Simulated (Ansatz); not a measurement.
# C₇H₆O₂: small, medium and large basis sets

An exercise on one series of results from a longer session: the logs are not shown, and one member is left open.

The runs use Ansatz 0.2.0, Gaussian basis; one geometry, several basis sets.

The runs, in order: PBE0-D4/def2-SVP; ωB97M-V/def2-SVP; PBE0-D4/def2-QZVPP; ωB97M-V/def2-QZVPP; the functionals' def2-TZVPP values are taken from earlier runs.

## The geometry

An earlier PBE0-D4 in a triple-zeta def2 set relaxation fixed the geometry.

SMILES `O=COc1ccccc1`, 15 atoms, charge 0, spin multiplicity 1.

Atoms are counted from 1 here; the program's logs count them from 0.

Bond lengths: O1–C2 1.191 Å, C2–O3 1.345 Å, C2–H10 1.099 Å, O3–C4 1.390 Å, C4–C5 1.382 Å, C4–C9 1.384 Å, C5–C6 1.386 Å, C5–H11 1.083 Å, C6–C7 1.386 Å, C6–H12 1.084 Å, C7–C8 1.387 Å, C7–H13 1.083 Å, C8–C9 1.386 Å, C8–H14 1.084 Å, C9–H15 1.082 Å. Angles: O1–C2–O3 126.8°, O1–C2–H10 125.2°, O3–C2–H10 108.0°, C2–O3–C4 119.7°, O3–C4–C5 116.8°, O3–C4–C9 121.6°, C5–C4–C9 121.5°, C4–C5–C6 119.2°, C4–C5–H11 119.3°, C6–C5–H11 121.5°, C5–C6–C7 120.2°, C5–C6–H12 119.6°, C7–C6–H12 120.2°, C6–C7–C8 119.8°, C6–C7–H13 120.1°, C8–C7–H13 120.1°, C7–C8–C9 120.6°, C7–C8–H14 120.1° and more.

The first run:

in.yaml

```yaml
crystal:
  periodic: [false, false, false]
  atoms:
    - {symbol: O, position_ang: [2.843148, -0.776326, 0.593740]}
    - {symbol: C, position_ang: [2.768348, 0.407123, 0.487087]}
    - {symbol: O, position_ang: [1.662486, 1.123791, 0.220274]}
    - {symbol: C, position_ang: [0.446110, 0.473446, 0.049409]}
    - {symbol: C, position_ang: [-0.261034, 0.768533, -1.101235]}
    - {symbol: C, position_ang: [-1.512614, 0.202859, -1.288705]}
    - {symbol: C, position_ang: [-2.043077, -0.648951, -0.332002]}
    - {symbol: C, position_ang: [-1.319222, -0.931029, 0.817380]}
    - {symbol: C, position_ang: [-0.068167, -0.369833, 1.018522]}
    - {symbol: H, position_ang: [3.609769, 1.107099, 0.587566]}
    - {symbol: H, position_ang: [0.172699, 1.438460, -1.833488]}
    - {symbol: H, position_ang: [-2.073117, 0.430465, -2.187780]}
    - {symbol: H, position_ang: [-3.020668, -1.091861, -0.480337]}
    - {symbol: H, position_ang: [-1.729834, -1.595459, 1.568580]}
    - {symbol: H, position_ang: [0.503372, -0.589118, 1.910191]}
basis:
  gaussian: {orbitals: def2-SVP}
hamiltonian: {xc: pbe0, dispersion: d4}
output: {orbitals: {seedname: orbitals}}
```

On the command line:

```console
$ ansatz run in.yaml --threads 2 --pin off --events-out ev --progress --plain --max-ram 32768MiB --backend cpu
```

Among the steps run: PBE0-D4 in def2-SVP; ωB97M-V in def2-SVP; PBE0-D4 in def2-QZVPP; ωB97M-V in def2-QZVPP.

One table of the session follows, with a row left open; its other results are not shown here.

It belongs to the step «Functionals by basis». 

| functional | basis | HOMO (eV) |
| --- | --- | --- |
| PBE0-D4 | def2-SVP | -7.27 |
| PBE0-D4 | def2-TZVPP | ? |
| PBE0-D4 | def2-QZVPP | -7.31 |
| ωB97M-V | def2-SVP | -9.34 |
| ωB97M-V | def2-TZVPP | -9.37 |
| ωB97M-V | def2-QZVPP | -9.39 |

Estimate the missing values for PBE0-D4, def2-TZVPP.

**Answer.** HOMO (eV): -7.29. In the column «HOMO (eV)» it lies between PBE0-D4, def2-QZVPP (-7.31) and PBE0-D4, def2-SVP (-7.27).
